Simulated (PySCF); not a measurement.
**A gas-phase reaction: F3HOSi + H3N → F3H2NSi + H2O**

Wanted: the reaction energy for `O[Si](F)(F)F` + `N` → `N[Si](F)(F)F` + `O`.

Programs: PySCF 2.14.0. All values are calculated, for the isolated system unless a continuum is named. Atoms count from 0, parts from 1.

## 1. The system as given

Each species was relaxed by itself at PBE0-D3(BJ)/def2-SVPD.

## 2. Reaction energy: wB97M-D3(BJ)/def2-TZVPD

Job settings and geometry (Å):

```
{"job": {"kind": "react", "xc": "wB97M-D3(BJ)", "basis": "def2-TZVPD"}, "charge": 0, "multiplicity": 1}
-1 F3HOSi charge 0 multiplicity 1
O     -1.232560    -0.372370     0.086430
Si     0.331040     0.051390     0.132340
F      1.221900    -0.748260    -0.933890
F      0.875220    -0.273560     1.596900
F      0.561760     1.610060    -0.162090
H     -1.756780    -0.258920    -0.709100

-1 H3N charge 0 multiplicity 1
N      0.000900    -0.000620     0.284530
H     -0.039260     0.943100    -0.089180
H     -0.791690    -0.507590    -0.098440
H      0.840860    -0.433890    -0.087810

+1 F3H2NSi charge 0 multiplicity 1
N     -0.964800     0.243610    -0.381790
Si     0.571000    -0.088470     0.213920
F      0.771560     0.620740     1.640680
F      0.922800    -1.639740     0.467760
F      1.678890     0.432830    -0.825490
H     -1.776100     0.279680     0.218080
H     -1.191600     0.161720    -1.362420

+1 H2O charge 0 multiplicity 1
O      0.002040     0.389400     0.000220
H     -0.763900    -0.190690    -0.000180
H      0.761870    -0.198670    -0.000060
```

With the program's defaults for keys left out, this is: wB97M-D3(BJ)/def2-TZVPD reaction energy of separated species, gas phase.

The run is started by

```
OMP_NUM_THREADS=1 python cluster_run.py task.json out
```

One launch serves the whole session: the jobs run in the order shown.

What it wrote:

```text
species 1 (F3HOSi)
coarse grid: 29968 points
cycle   1  E = -665.2423338935  dE =  4.690e-01  |g| = 9.902e-01  |ddm| = 2.066e+00
cycle   2  E = -665.2499505956  dE = -7.617e-03  |g| = 1.063e+00  |ddm| = 1.121e+00
cycle   3  E = -665.4050681229  dE = -1.551e-01  |g| = 4.053e-02  |ddm| = 5.336e-01
cycle   4  E = -665.4053919329  dE = -3.238e-04  |g| = 1.108e-02  |ddm| = 4.392e-02
cycle   5  E = -665.4054217243  dE = -2.979e-05  |g| = 4.076e-03  |ddm| = 1.087e-02
cycle   6  E = -665.4054240235  dE = -2.299e-06  |g| = 1.795e-03  |ddm| = 2.992e-03
final grid: 63320 points
cycle   7  E = -665.4054104937  dE = -1.444e-07  |g| = 2.006e-03  |ddm| = 2.173e-03
cycle   8  E = -665.4054103458  dE =  1.480e-07  |g| = 2.295e-03  |ddm| = 1.629e-03
cycle   9  E = -665.4054110201  dE = -6.743e-07  |g| = 3.546e-05  |ddm| = 8.539e-04
cycle  10  E = -665.4054110207  dE = -6.498e-10  |g| = 2.531e-05  |ddm| = 6.129e-05
converged SCF energy = -665.4054110207

species 2 (H3N)
coarse grid: 12536 points
cycle   1  E = -56.5694039636  dE = -1.294e-01  |g| = 3.024e-01  |ddm| = 1.089e+00
cycle   2  E = -56.5779584222  dE = -8.554e-03  |g| = 2.716e-01  |ddm| = 2.677e-01
cycle   3  E = -56.5918808887  dE = -1.392e-02  |g| = 2.125e-02  |ddm| = 1.115e-01
cycle   4  E = -56.5919865261  dE = -1.056e-04  |g| = 5.195e-03  |ddm| = 1.730e-02
cycle   5  E = -56.5919976669  dE = -1.114e-05  |g| = 7.323e-04  |ddm| = 8.724e-03
cycle   6  E = -56.5919980821  dE = -4.153e-07  |g| = 1.111e-04  |ddm| = 3.177e-03
final grid: 27112 points
cycle   7  E = -56.5919832967  dE = -1.510e-08  |g| = 6.529e-05  |ddm| = 6.108e-04
cycle   8  E = -56.5919832986  dE = -1.901e-09  |g| = 5.360e-05  |ddm| = 1.930e-04
cycle   9  E = -56.5919832993  dE = -6.759e-10  |g| = 1.178e-05  |ddm| = 4.368e-05
converged SCF energy = -56.5919832993

species 3 (F3H2NSi)
coarse grid: 32376 points
cycle   1  E = -645.3795163027  dE =  4.174e-01  |g| = 8.693e-01  |ddm| = 2.102e+00
cycle   2  E = -645.3880201680  dE = -8.504e-03  |g| = 9.518e-01  |ddm| = 9.622e-01
cycle   3  E = -645.5064076386  dE = -1.184e-01  |g| = 4.939e-02  |ddm| = 4.476e-01
cycle   4  E = -645.5068121729  dE = -4.045e-04  |g| = 2.531e-02  |ddm| = 5.168e-02
cycle   5  E = -645.5069383520  dE = -1.262e-04  |g| = 7.908e-03  |ddm| = 1.770e-02
cycle   6  E = -645.5069513894  dE = -1.304e-05  |g| = 1.040e-03  |ddm| = 5.465e-03
cycle   7  E = -645.5069518202  dE = -4.308e-07  |g| = 2.813e-04  |ddm| = 1.805e-03
final grid: 68480 points
cycle   8  E = -645.5069025278  dE = -2.230e-07  |g| = 3.224e-04  |ddm| = 2.640e-03
cycle   9  E = -645.5069025321  dE = -4.376e-09  |g| = 3.274e-04  |ddm| = 4.500e-04
cycle  10  E = -645.5069025473  dE = -1.521e-08  |g| = 2.848e-05  |ddm| = 1.438e-04
cycle  11  E = -645.5069025477  dE = -3.222e-10  |g| = 1.106e-05  |ddm| = 4.317e-05
converged SCF energy = -645.5069025477

species 4 (H2O)
coarse grid: 10128 points
cycle   1  E = -76.4117497226  dE = -7.454e-02  |g| = 5.872e-01  |ddm| = 8.994e-01
cycle   2  E = -76.4087424339  dE =  3.007e-03  |g| = 6.461e-01  |ddm| = 5.038e-01
cycle   3  E = -76.4759334115  dE = -6.719e-02  |g| = 2.731e-02  |ddm| = 2.374e-01
cycle   4  E = -76.4760586152  dE = -1.252e-04  |g| = 5.497e-03  |ddm| = 1.609e-02
cycle   5  E = -76.4760672920  dE = -8.677e-06  |g| = 8.214e-04  |ddm| = 5.831e-03
final grid: 21952 points
cycle   6  E = -76.4760630101  dE = -1.975e-07  |g| = 5.843e-04  |ddm| = 1.373e-03
cycle   7  E = -76.4760630170  dE = -6.839e-09  |g| = 6.465e-04  |ddm| = 6.469e-04
cycle   8  E = -76.4760630806  dE = -6.362e-08  |g| = 3.198e-05  |ddm| = 2.236e-04
cycle   9  E = -76.4760630814  dE = -8.224e-10  |g| = 4.134e-06  |ddm| = 1.105e-04
converged SCF energy = -76.4760630814

Reaction energy = 8.724 kcal/mol
```

Run time: 20 s. Hardware: 1 thread of AMD EPYC 7B13, shared host; peak memory 0.74 GiB.

Species by species (with the dispersion term, which the log's SCF energies lack):

| ν | species | energy (Eh) | HOMO (eV) |
| --- | --- | --- | --- |
| -1 | O[Si](F)(F)F | -665.40979 | -13.41 |
| -1 | N | -56.59358 | -10.26 |
| +1 | N[Si](F)(F)F | -645.51264 | -11.32 |
| +1 | O | -76.47682 | -11.72 |

## 3. Reaction energy: PBE0-D3(BJ)/def2-TZVPD

Settings changed since step 2:

```diff
@@ -1,2 +1,2 @@
-{"job": {"kind": "react", "xc": "wB97M-D3(BJ)", "basis": "def2-TZVPD"}, "charge": 0, "multiplicity": 1}
+{"job": {"kind": "react", "xc": "PBE0", "basis": "def2-TZVPD", "disp": "d3bj"}, "charge": 0, "multiplicity": 1}
 -1 F3HOSi charge 0 multiplicity 1
```

Level: PBE0-D3(BJ)/def2-TZVPD reaction energy of separated species, gas phase.

What it wrote:

```text
species 1 (F3HOSi)
coarse grid: 6592 points
cycle   1  E = -664.6317473539  dE =  5.470e-01  |g| = 1.046e+00  |ddm| = 2.162e+00
cycle   2  E = -664.4501040340  dE =  1.816e-01  |g| = 1.526e+00  |ddm| = 1.393e+00
cycle   3  E = -664.8011602833  dE = -3.511e-01  |g| = 4.346e-02  |ddm| = 8.409e-01
cycle   4  E = -664.8012736988  dE = -1.134e-04  |g| = 3.859e-02  |ddm| = 4.336e-02
cycle   5  E = -664.8014994135  dE = -2.257e-04  |g| = 5.770e-03  |ddm| = 1.922e-02
cycle   6  E = -664.8015041837  dE = -4.770e-06  |g| = 6.350e-04  |ddm| = 3.009e-03
final grid: 63320 points
cycle   7  E = -664.8105915188  dE = -4.016e-05  |g| = 5.745e-03  |ddm| = 2.456e-02
cycle   8  E = -664.8105844278  dE =  7.091e-06  |g| = 8.687e-03  |ddm| = 6.519e-03
cycle   9  E = -664.8105963845  dE = -1.196e-05  |g| = 3.083e-04  |ddm| = 4.060e-03
cycle  10  E = -664.8105963975  dE = -1.303e-08  |g| = 1.099e-04  |ddm| = 2.053e-04
cycle  11  E = -664.8105963990  dE = -1.440e-09  |g| = 4.332e-05  |ddm| = 7.540e-05
cycle  12  E = -664.8105963992  dE = -2.623e-10  |g| = 5.357e-06  |ddm| = 1.996e-05
converged SCF energy = -664.8105963992

species 2 (H3N)
coarse grid: 2928 points
cycle   1  E = -56.4891540177  dE = -9.640e-02  |g| = 3.706e-01  |ddm| = 1.102e+00
cycle   2  E = -56.4627281530  dE =  2.643e-02  |g| = 5.179e-01  |ddm| = 4.446e-01
cycle   3  E = -56.5198260536  dE = -5.710e-02  |g| = 1.578e-02  |ddm| = 2.492e-01
cycle   4  E = -56.5198747247  dE = -4.867e-05  |g| = 3.352e-03  |ddm| = 8.675e-03
cycle   5  E = -56.5198768945  dE = -2.170e-06  |g| = 3.227e-04  |ddm| = 2.233e-03
final grid: 27112 points
cycle   6  E = -56.5150237226  dE = -1.185e-05  |g| = 5.555e-03  |ddm| = 1.615e-02
cycle   7  E = -56.5150183533  dE =  5.369e-06  |g| = 7.607e-03  |ddm| = 6.146e-03
cycle   8  E = -56.5150298798  dE = -1.153e-05  |g| = 1.257e-04  |ddm| = 3.419e-03
cycle   9  E = -56.5150298833  dE = -3.515e-09  |g| = 3.247e-05  |ddm| = 1.067e-04
cycle  10  E = -56.5150298836  dE = -2.721e-10  |g| = 3.595e-06  |ddm| = 2.293e-05
converged SCF energy = -56.5150298836

species 3 (F3H2NSi)
coarse grid: 7184 points
cycle   1  E = -644.7973736346  dE =  4.569e-01  |g| = 9.090e-01  |ddm| = 2.219e+00
cycle   2  E = -644.6747919704  dE =  1.226e-01  |g| = 1.321e+00  |ddm| = 1.145e+00
cycle   3  E = -644.9254123318  dE = -2.506e-01  |g| = 6.122e-02  |ddm| = 6.653e-01
cycle   4  E = -644.9258196746  dE = -4.073e-04  |g| = 3.648e-02  |ddm| = 4.614e-02
cycle   5  E = -644.9260718969  dE = -2.522e-04  |g| = 4.393e-03  |ddm| = 1.918e-02
cycle   6  E = -644.9260754823  dE = -3.585e-06  |g| = 3.804e-04  |ddm| = 2.599e-03
final grid: 68480 points
cycle   7  E = -644.9308836675  dE = -4.287e-05  |g| = 5.858e-03  |ddm| = 2.842e-02
cycle   8  E = -644.9308789739  dE =  4.694e-06  |g| = 7.684e-03  |ddm| = 6.379e-03
cycle   9  E = -644.9308896708  dE = -1.070e-05  |g| = 2.391e-04  |ddm| = 3.776e-03
cycle  10  E = -644.9308896743  dE = -3.479e-09  |g| = 2.239e-04  |ddm| = 2.157e-04
cycle  11  E = -644.9308896816  dE = -7.390e-09  |g| = 2.141e-05  |ddm| = 1.029e-04
cycle  12  E = -644.9308896817  dE = -6.980e-11  |g| = 4.613e-06  |ddm| = 1.247e-05
converged SCF energy = -644.9308896817

species 4 (H2O)
coarse grid: 2328 points
cycle   1  E = -76.3044302391  dE = -5.301e-03  |g| = 6.571e-01  |ddm| = 9.011e-01
cycle   2  E = -76.1882103173  dE =  1.162e-01  |g| = 1.036e+00  |ddm| = 7.256e-01
cycle   3  E = -76.3820298060  dE = -1.938e-01  |g| = 3.132e-02  |ddm| = 4.396e-01
cycle   4  E = -76.3822121090  dE = -1.823e-04  |g| = 5.864e-03  |ddm| = 1.606e-02
cycle   5  E = -76.3822172479  dE = -5.139e-06  |g| = 7.850e-04  |ddm| = 2.507e-03
final grid: 21952 points
cycle   6  E = -76.3808944276  dE = -1.510e-05  |g| = 3.449e-03  |ddm| = 9.310e-03
cycle   7  E = -76.3808924600  dE =  1.968e-06  |g| = 4.755e-03  |ddm| = 3.322e-03
cycle   8  E = -76.3808961796  dE = -3.720e-06  |g| = 2.517e-04  |ddm| = 1.965e-03
cycle   9  E = -76.3808961902  dE = -1.061e-08  |g| = 2.398e-05  |ddm| = 1.101e-04
cycle  10  E = -76.3808961904  dE = -1.122e-10  |g| = 3.293e-06  |ddm| = 1.515e-05
converged SCF energy = -76.3808961904

Reaction energy = 8.396 kcal/mol
```

Wall time 11 s (1 thread of AMD EPYC 7B13, shared host); peak memory 0.64 GiB.

Reaction energy at this level: 8.40 kcal/mol.

## 4. Side by side

Energies in kcal/mol, with wall time:

| run | reaction | time |
| --- | --- | --- |
| wB97M-D3(BJ)/def2-TZVPD | 8.72 | 20 s |
| PBE0-D3(BJ)/def2-TZVPD | 8.40 | 11 s |

## 5. Results

| quantity | value |
| --- | --- |
| reaction energy (wB97M-D3(BJ)/def2-TZVPD) | 8.72 kcal/mol |
| ΔH, ΔG at 298 K (xTB thermal terms) | +7.9, +7.5 kcal/mol |
| range of the reaction energy over the runs of this table | 8.40 to 8.72 kcal/mol |

In words: The reaction is endothermic by 7.9 kcal/mol in the gas phase; dispersion gives -0.33, and xTB itself gave 13.40 for the electronic energy (xTB energies and thermal terms come from the earlier relaxation of each species, not shown). No barrier was sought. The reaction energy runs from 8.40 (PBE0-D3(BJ)/def2-TZVPD) to 8.72 kcal/mol (wB97M-D3(BJ)/def2-TZVPD).
